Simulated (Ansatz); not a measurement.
# Zr started on a Ga site and Zr started on a Ga site in perovskite LaGaO3, 40 atoms, charge 0

How does the host give way around this defect, and what happens to the levels at the gap? The levels of theory are PBEsol and r²SCAN.

Program: Ansatz 0.2.0, PAW, plane waves. These are calculated values, not measurements.

### Step 1. The starting cell

40 atoms (8 La, 2 Zr, 6 Ga, 24 O); a = 7.729 Å, b = 7.729 Å, c = 7.729 Å, α = 90.00°, β = 90.00°, γ = 90.00°. All atoms were shaken off their sites by about 0.02 Å along each axis. Defect site 1: (0.250, 0.250, 0.250). Defect site 2: (0.750, 0.750, 0.750). Starting moments add up to 2 μB.

The runs, in order: (2) PBEsol relaxation at the single k point (¼, ¼, ¼), on 7 threads of Arm Neoverse-V2; (3) r²SCAN single point at the single k point (¼, ¼, ¼), on 7 threads of Arm Neoverse-V2.

### Step 2. Relaxation of the positions (PBEsol)

File in.yaml:

```yaml
crystal:
  lattice:
    - [7.729308, 0.000000, 0.000000]
    - [0.000000, 7.729308, 0.000000]
    - [0.000000, 0.000000, 7.729308]
  atoms:
    - { symbol: La, position: [0.002337, 0.001283, 0.999721] }
    - { symbol: La, position: [0.999119, 0.003394, 0.502251] }
    - { symbol: La, position: [0.997423, 0.498015, 0.002861] }
    - { symbol: La, position: [0.001695, 0.501506, 0.500246] }
    - { symbol: La, position: [0.497427, 0.001093, 0.003026] }
    - { symbol: La, position: [0.497342, 0.998460, 0.499293] }
    - { symbol: La, position: [0.501690, 0.501194, 0.998974] }
    - { symbol: La, position: [0.499834, 0.499018, 0.500272] }
    - { symbol: Zr, position: [0.249134, 0.248073, 0.246217], spin: 0.143 }
    - { symbol: Zr, position: [0.749116, 0.755207, 0.748888], spin: 0.143 }
    - { symbol: Ga, position: [0.245297, 0.249102, 0.750438] }
    - { symbol: Ga, position: [0.251469, 0.750468, 0.249865] }
    - { symbol: Ga, position: [0.253102, 0.748983, 0.749706] }
    - { symbol: Ga, position: [0.755890, 0.256160, 0.246910] }
    - { symbol: Ga, position: [0.750441, 0.249152, 0.751505] }
    - { symbol: Ga, position: [0.752332, 0.750212, 0.251677] }
    - { symbol: O, position: [0.249191, 0.249935, 0.996158], spin: 0.143 }
    - { symbol: O, position: [0.248799, 0.250191, 0.500755], spin: 0.143 }
    - { symbol: O, position: [0.251257, 0.751048, 0.993286] }
    - { symbol: O, position: [0.249104, 0.753738, 0.495826] }
    - { symbol: O, position: [0.749654, 0.249510, 0.996820] }
    - { symbol: O, position: [0.752266, 0.250135, 0.505762] }
    - { symbol: O, position: [0.751627, 0.752460, 0.002634], spin: 0.143 }
    - { symbol: O, position: [0.753898, 0.750785, 0.502612], spin: 0.143 }
    - { symbol: O, position: [0.998997, 0.251110, 0.246245], spin: 0.143 }
    - { symbol: O, position: [0.000018, 0.248655, 0.748999] }
    - { symbol: O, position: [0.997830, 0.752568, 0.251918] }
    - { symbol: O, position: [0.000935, 0.750465, 0.750468], spin: 0.143 }
    - { symbol: O, position: [0.497314, 0.249863, 0.253617], spin: 0.143 }
    - { symbol: O, position: [0.500457, 0.251526, 0.749853] }
    - { symbol: O, position: [0.496946, 0.749103, 0.253839] }
    - { symbol: O, position: [0.501640, 0.752101, 0.747672], spin: 0.143 }
    - { symbol: O, position: [0.248579, 0.997080, 0.249319], spin: 0.143 }
    - { symbol: O, position: [0.250402, 0.998996, 0.750659] }
    - { symbol: O, position: [0.249733, 0.495991, 0.250751], spin: 0.143 }
    - { symbol: O, position: [0.251684, 0.501587, 0.746284] }
    - { symbol: O, position: [0.749921, 0.001339, 0.245619] }
    - { symbol: O, position: [0.750517, 0.995950, 0.748347], spin: 0.143 }
    - { symbol: O, position: [0.747601, 0.503567, 0.256855] }
    - { symbol: O, position: [0.754915, 0.496692, 0.749876], spin: 0.143 }
  symmetry: { detect: false }
kpoints:
  mp_grid: { grid: [1, 1, 1], shift: [0.25, 0.25, 0.25] }
hamiltonian:
  xc: pbesol
magnetization:
  spin_polarized: true
scf:
  occupations: { method: fermi_dirac, width: 0.01 }
relax:
  f_tol: 0.03
  max_steps: 80
  escape_saddle: false
  adjacent_minimum: "off"
output:
  forces: true
  eigenvalues: true
  populations: true
```

Started as:

```
$ ansatz run in.yaml --threads 7 --pin off --max-ram 13300MiB --runs-dir r --events-out ev --progress --plain
```

Further steps of the session: Single point with r²SCAN.

Q: Predict the outcome of this session. Wanted: for each run, top filled to lowest empty; moment.

As calculated:

| level | time | top filled to lowest empty (eV) | moment (μB) |
| --- | --- | --- | --- |
| PBEsol, relaxation | 3.4 min (7 CPU threads) | 0.38 | 2.00 |
| r²SCAN | 49 s (7 CPU threads) | 0.72 | 2.00 |

```
            quantity                              value
          relaxation  22 recorded steps, 3.46 eV gained
       largest shift                       0.47 Å (O23)
largest local moment                     +0.53 μB on Zr
```

Relaxation gains 3.46 eV, with shifts up to 0.47 Å (O23).
